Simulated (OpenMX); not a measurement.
Sheet: Ni, a sheet with vacuum.

```
Ni
1.0
     2.25911    0.00000    0.00000
     0.00000    2.25911    0.00000
     0.00000    0.00000   23.80000
Ni
1
Direct
  0.50000 0.50000 0.29412
```

The cell was built by a generator and needn't be a form met in nature.

Alike in all runs: program OpenMX 3.8.5; functional PBE; potentials or basis OpenMX 2013 PBE set, Ni6.0H-s3p2d2, grid cutoff 500 Ry; k mesh 13 × 13 × 1; occupations fermi-dirac, width 0.05 eV.

Starts and where they ended:

```tsv
start	free energy over the lowest (meV/atom)	net moment (μB)	site or absolute moments (μB)	gap
collinear spin, zero start	82.6	0.00	-	none (metal or under the smearing width)
collinear spin, ferromagnetic start of up to 1 μB	0.0	0.80	Ni +0.80	none (metal or under the smearing width)
collinear spin, ferromagnetic start of up to 2.5 μB	0.0	0.80	Ni +0.80	none (metal or under the smearing width)
```

The spin-polarised runs without a constraint all converged, yet they end up to 83 meV/atom apart: a converged run can sit in a state that isn't the lowest. A still lower state may exist.

Caveats: no basis functions reach into the vacuum, so the work function isn't listed; the basis of atomic orbitals isn't converged, which shifts pressures, moduli and gaps.
